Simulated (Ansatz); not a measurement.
The system is Zr2Zn2N3.

```xyz
7
Lattice="3.2204 0.0000 0.0000 -1.6102 2.7890 0.0000 0.0000 0.0000 10.2786" Properties=species:S:1:pos:R:3 pbc="T T T"
Zr    0.0000    1.8593    1.3876
Zr    1.6102    0.9297    8.8909
Zn    1.6102    0.9297    6.0867
Zn    0.0000    1.8593    4.1919
N     0.0000    0.0000    0.0000
N     1.6102    0.9297    2.5883
N     0.0000    1.8593    7.6903
```

The cell comes from a database or a generator and needn't be the stable form of this composition.

Program: Ansatz 0.2.0. Alike in all runs: potentials or basis Ansatz PAW; no spin polarisation; cell as given; k mesh 10 × 10 × 3.

**Question.** Order these runs on this cell by their pressure, lowest first.
A. level PBE; cutoff (eV) 420; smearing gaussian 0.1 eV
B. level LDA; cutoff (eV) 420; smearing gaussian 0.02 eV
C. level r2SCAN+D3(BJ); cutoff (eV) 500; smearing gaussian 0.1 eV; points for each segment of the path 10

**Answer.** B (-12.5 GPa), C (-7.1 GPa), A (-2.5 GPa).

Caveats: the PAW data sets come from PBE, with cores solved anew for the run's functional, which leaves a small shift of forces and pressure (some runs); pairwise dispersion overbinds metals, which lowers pressure and volume (some runs).

Not every run made on this cell is shown here.
